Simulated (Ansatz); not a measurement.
# Ge₂F (doublet): from Hartree-Fock to the top rungs at a displaced geometry (v2), cc-pVDZ

An exercise on one series of results from a longer session: the logs are not shown, and one member is left open.

The runs use Ansatz 0.2.0, Gaussian basis; cc-pVDZ, core rule «outside noble gas», up to 29 orbitals frozen.

Plan: UHF; CCSD(T) on ROHF; CCSD(T) on UHF; BCCD(T) on ROHF; CISD; CCSDT(Q) on ROHF; CCSDT(Q) on UHF.

24 further runs of the same task are left out: 2 for a known fault of the program, 11 that didn't finish, 11 set aside as unsound or not needed.

### What is computed

The geometry is a PBE0/def2-TZVP stationary point (not a proven minimum) with its atoms shifted at random (size 0.100 Å). No spin-orbit coupling is included. The filled d shell of Ge may be among the frozen orbitals whatever the setting's name suggests; the logs give the count.

3 atoms, charge 0, spin multiplicity 2.

Atoms are counted from 1 here; the program's logs count them from 0.

Bond lengths: F1–Ge2 2.027 Å, F1–Ge3 1.988 Å, Ge2–Ge3 2.421 Å. Angles: Ge2–F1–Ge3 74.1°, F1–Ge2–Ge3 52.2°, F1–Ge3–Ge2 53.7°.

Set-up of the first run:

Contents of in.yaml:

```yaml
crystal:
  periodic: [false, false, false]
  atoms:
    - {symbol: F, position_ang: [0.111927, -1.412113, -0.006636]}
    - {symbol: Ge, position_ang: [-0.052947, 0.200875, 1.210459]}
    - {symbol: Ge, position_ang: [0.023673, 0.168451, -1.208723]}
basis:
  gaussian: {orbitals: cc-pVDZ}
magnetization: {spin_polarized: true, initial_magnetization: 1}
hamiltonian: {xc: hf}
output: {orbitals: {seedname: orbitals}}
```

On the command line:

```sh
> ansatz run in.yaml --threads 1 --pin off --events-out ev --progress --plain --max-ram 2393MiB
```

Steps of the session up to this table: UHF; CCSD(T) on ROHF; CCSD(T) on UHF; BCCD(T) on ROHF; CISD; CCSDT(Q) on ROHF; CCSDT(Q) on UHF.

One of the session's tables, all rows but one given; the rest of the session is left out.

| method | from UCCSDT(Q) (meV) |
| --- | --- |
| ROHF | +9986.6 |
| UHF | +9929.8 |
| RMP2 | +1088.5 |
| UMP2 | +1097.6 |
| RCCSD | +395.3 |
| UCCSD | ? |
| RCCSD(T) | +75.3 |
| UCCSD(T) | +74.7 |
| BCCD(T) | +68.6 |
| RCCSDT | +34.0 |
| UCCSDT | +32.7 |
| RCCSDT(Q) | +8.6 |
| UCCSDT(Q) | 0 |

**Question.** Estimate the row for UCCSD.

The run gave: from UCCSDT(Q) (meV): +392.3. In the column «from UCCSDT(Q) (meV)» it lies between RCCSD(T) (+75.3) and RCCSD (+395.3).

Not comparable, so not listed: CISD (they don't share determinant, frozen orbitals or solution with the rows shown, or repeat one).

Caveats from the session: Restricted and unrestricted rows rest on different reference determinants; where their highest levels disagree by more than a few hundredths of an eV, they describe different states and don't form one ladder.
